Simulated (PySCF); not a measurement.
# H16NdO8 (Nd(H2O)83+): the cost of one run

Method: BP86, Nd lcecp-1-SVP with ECP49, O def2-SVP, H def2-SVP; scalar-relativistic core potentials, no spin–orbit coupling; program: PySCF 2.14.0.

4 further runs of the same task are left out: 2 for a known fault of the program, 2 that didn't finish.

### 1 The starting structure

25 atoms, charge 3, spin multiplicity 1.

Bond lengths: Nd1–O2 2.562 Å, Nd1–O5 2.562 Å, Nd1–O8 2.562 Å, Nd1–O11 2.562 Å, Nd1–O14 2.562 Å, Nd1–O17 2.562 Å, Nd1–O20 2.562 Å, Nd1–O23 2.562 Å, O2–H3 0.970 Å, O2–H4 0.970 Å, O5–H6 0.970 Å, O5–H7 0.970 Å, O8–H9 0.970 Å, O8–H10 0.970 Å, O11–H12 0.970 Å, O11–H13 0.970 Å, O14–H15 0.970 Å, O14–H16 0.970 Å and more. Angles: O2–Nd1–O5 74.6°, O2–Nd1–O8 118.0°, O2–Nd1–O11 74.6°, O2–Nd1–O14 75.2°, O2–Nd1–O17 141.7°, O2–Nd1–O20 141.7°, O2–Nd1–O23 75.2°, O5–Nd1–O8 74.6°, O5–Nd1–O11 118.0°, O5–Nd1–O14 75.2°, O5–Nd1–O17 75.2°, O5–Nd1–O20 141.7°, O5–Nd1–O23 141.7°, O8–Nd1–O11 74.6°, O8–Nd1–O14 141.7°, O8–Nd1–O17 75.2°, O8–Nd1–O20 75.2°, O8–Nd1–O23 141.7° and more.

Geometry (Å):

```xyz
25

Nd    0.00000    0.00000    0.00000
O     2.19680    0.00000    1.31920
H     2.30620    0.00000    2.28310
H     3.09900    0.00000    0.96280
O     0.00000    2.19680    1.31920
H     0.00000    2.30620    2.28310
H     0.00000    3.09900    0.96280
O    -2.19680    0.00000    1.31920
H    -2.30620    0.00000    2.28310
H    -3.09900    0.00000    0.96280
O     0.00000   -2.19680    1.31920
H     0.00000   -2.30620    2.28310
H     0.00000   -3.09900    0.96280
O     1.55340    1.55340   -1.31920
H     2.19140    2.19140   -0.96280
H     1.63070    1.63070   -2.28310
O    -1.55340    1.55340   -1.31920
H    -2.19140    2.19140   -0.96280
H    -1.63070    1.63070   -2.28310
O    -1.55340   -1.55340   -1.31920
H    -2.19140   -2.19140   -0.96280
H    -1.63070   -1.63070   -2.28310
O     1.55340   -1.55340   -1.31920
H     2.19140   -2.19140   -0.96280
H     1.63070   -1.63070   -2.28310
```

Formal oxidation states: Nd +3. Each metal's 3 4f electrons lie in its core potential, so multiplicities, spins and levels count the valence alone.

### 2 SCF at the start, singlet

File run.py (the lines that set the calculation):

```python
mol = gto.M(atom='''
Nd     0.00000     0.00000     0.00000
O      2.19680     0.00000     1.31920
H      2.30620     0.00000     2.28310
H      3.09900     0.00000     0.96280
O      0.00000     2.19680     1.31920
H      0.00000     2.30620     2.28310
H      0.00000     3.09900     0.96280
O     -2.19680     0.00000     1.31920
H     -2.30620     0.00000     2.28310
H     -3.09900     0.00000     0.96280
O      0.00000    -2.19680     1.31920
H      0.00000    -2.30620     2.28310
H      0.00000    -3.09900     0.96280
O      1.55340     1.55340    -1.31920
H      2.19140     2.19140    -0.96280
H      1.63070     1.63070    -2.28310
O     -1.55340     1.55340    -1.31920
H     -2.19140     2.19140    -0.96280
H     -1.63070     1.63070    -2.28310
O     -1.55340    -1.55340    -1.31920
H     -2.19140    -2.19140    -0.96280
H     -1.63070    -1.63070    -2.28310
O      1.55340    -1.55340    -1.31920
H      2.19140    -2.19140    -0.96280
H      1.63070    -1.63070    -2.28310''',
    basis={'Nd': 'lcecp-1-SVP', 'O': 'def2-SVP', 'H': 'def2-SVP'},
    ecp={'Nd': 'lcecp-1-SVP'},
    charge=3, spin=0)
mf = dft.RKS(mol, xc='B88,P86')
mf.grids.atom_grid = (50, 194)  # f atoms: unpruned, at least (60, 302)
mf = mf.density_fit()  # fitting sets: Nd AutoAux, O def2-universal-JKFIT, H def2-universal-JKFIT
mf.conv_tol = 1e-08; mf.max_cycle = 55
mf.kernel(dm0)  # dm0: free metal ions and neutral atoms
```

Run with:

```sh
OMP_NUM_THREADS=4 python run.py
```

What time and memory should one allow on 4 threads of Arm Neoverse N1, shared host?

About 21 s, with a peak of 1.6 GiB.
